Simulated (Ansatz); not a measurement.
# InBHOF: small, medium and large basis sets

How large a basis does InBHOF need? Two functionals are run in growing sets.

Program: Ansatz 0.2.0, Gaussian basis. Level of theory: one geometry, several basis sets. These are calculated values, not measurements.

Levels to be run: PBE0-D4/def2-SVP; ωB97M-V/def2-SVP; PBE0-D4/def2-QZVPP; ωB97M-V/def2-QZVPP; the functionals' def2-TZVPP values are taken from earlier runs.

### Step 1. The relaxed structure

The geometry comes from an earlier relaxation with PBE0-D4/def2-TZVP; it is a stationary point. In takes the def2 core potential; no spin-orbit term is included.

5 atoms, charge 0, spin multiplicity 1.

Atoms are counted from 1 here; the program's logs count them from 0.

Bond lengths: F1–B3 1.360 Å, In2–O4 2.078 Å, B3–O4 1.319 Å, B3–H5 1.202 Å. Angles: F1–B3–O4 120.1°, F1–B3–H5 115.5°, O4–B3–H5 124.4°, In2–O4–B3 128.0°.

### Step 2. PBE0-D4 in def2-SVP

File in.yaml:

```yaml
crystal:
  periodic: [false, false, false]
  atoms:
    - {symbol: F, position_ang: [-1.331287, 0.148222, -0.517165]}
    - {symbol: In, position_ang: [0.362073, -2.067162, 1.273856]}
    - {symbol: B, position_ang: [-0.037289, 0.522630, -0.330058]}
    - {symbol: O, position_ang: [0.780774, -0.246520, 0.362770]}
    - {symbol: H, position_ang: [0.275629, 1.569129, -0.830802]}
basis:
  gaussian: {orbitals: def2-SVP}
hamiltonian: {xc: pbe0, dispersion: d4}
output: {orbitals: {seedname: orbitals}}
```

Command:

```
$ ansatz run in.yaml --threads 2 --pin off --events-out ev --progress --plain --max-ram 4352MiB
```

The runs that follow: ωB97M-V in def2-SVP; PBE0-D4 in def2-QZVPP; ωB97M-V in def2-QZVPP.

Q: Predict the results of all the runs planned. Wanted: PBE0-D4: double and triple zeta above quadruple; ωB97M-V: double and triple zeta above quadruple.

**Answer**, as computed:

| quantity | value |
| --- | --- |
| PBE0-D4: double and triple zeta above quadruple | 7.09, 0.34 eV |
| ωB97M-V: double and triple zeta above quadruple | 7.22, 0.32 eV |

PBE0-D4 gains 6.75 eV from double to triple zeta, then 0.34 eV more. Total energies overstate the basis error of differences, where much of it tends to cancel.
